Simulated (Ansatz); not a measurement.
# CMo: the cost of one run

Program: Ansatz 0.2.0. Level of theory: the levels named in each step. These are calculated values, not measurements.

### Step 1. The starting structure

Bond lengths: C1–Mo2 1.866 Å.

As a file:

```xyz
2

C     0.0000    0.0000    0.0000
Mo    0.0000    0.0000    1.8658
```

### Step 2. A rough first relaxation, PBE-D4/def2-SVP

This run stands in another session on the same molecule. It ended at:

```xyz
2

C     0.0000    0.0000    0.0938
Mo    0.0000    0.0000    1.7720
```

### Step 3. Relaxation, HF/def2-SVP

File input.yaml:

```yaml
crystal:
  periodic: [false, false, false]
  atoms:
    - { symbol: C, position_ang: [0.0, 0.0, 0.09380176] }
    - { symbol: Mo, position_ang: [0.0, 0.0, 1.77199824] }
magnetization:
  spin_polarized: true
  initial_magnetization: 2
basis:
  gaussian: { orbitals: def2-SVP }
hamiltonian:
  xc: hf
relax:
  f_tol: 0.002
  max_steps: 150
```

Launch:

```sh
ansatz run input.yaml --threads 1 --pin off --max-ram 2560MiB --backend cpu --events-out ev --progress --plain --runs-dir out
```

What time and memory should one allow on 1 thread of Intel Xeon at 2.50GHz (Skylake/Cascade Lake), shared host?

About 29 s, with a peak of 0.1 GiB.
